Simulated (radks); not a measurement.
# Ar⁴⁺ in [Ne] 3s2 3d2: an all-electron calculation

One table from this session's results is given with a row withheld; the runs are named, their logs left out.

The numbers are computed with radks (a radial shooting solver on a logarithmic mesh, Libxc functionals) version 1 (Dirac Kohn-Sham, HCTH/407, spin-unpolarised, spherical densities, point nucleus; open shells fill j = l - 1/2 first), except any that are marked as measured or tabulated.

## The system

```
element       : argon (Z = 18)
charge        : +4
electrons     : 14
configuration : [Ne] 3s2 3d2
```

The first run:

The run's settings:

```text
Z 18
configuration [Ne] 3s2 3d2 3p0 4s0 4d0 4f0
relativity Dirac
functional hcth_407
spin unpolarised
j_filling energy
nucleus point
c 137.035999084
```

On the command line:

```sh
python run_ks.py task.json out
```

This one command runs every case of the session in turn.

One table of the session follows, with a row left open; its other results are not shown here.

It belongs to the step «Radial structure». Radial moments (bohr):

```
level      <r>  outermost maximum (interpolated)  90 % within  nodes
1s1/2  0.08577                            0.0561        0.153      0
2s1/2   0.4111                             0.338        0.641      1
2p1/2   0.3710                             0.278        0.614      0
2p3/2   0.3734                             0.280        0.617      0
3s1/2    1.246                              1.11         1.84      2
3p1/2    1.320                              1.16         1.98      1
3p3/2    1.325                              1.16         1.99      1
3d3/2    1.474                              1.20         2.33      0
3d5/2    1.475                              1.20         2.33      0
4s1/2    2.801                              2.70         3.96      3
4d3/2    3.462                              3.35         5.06      1
4d5/2        ?                                 ?            ?      ?
```

Estimate the missing values for 4d5/2.

**Answer.** <r>: 3.463; outermost maximum (interpolated): 3.35; 90 % within: 5.06; nodes: 1. In the column «<r>» it is the highest.
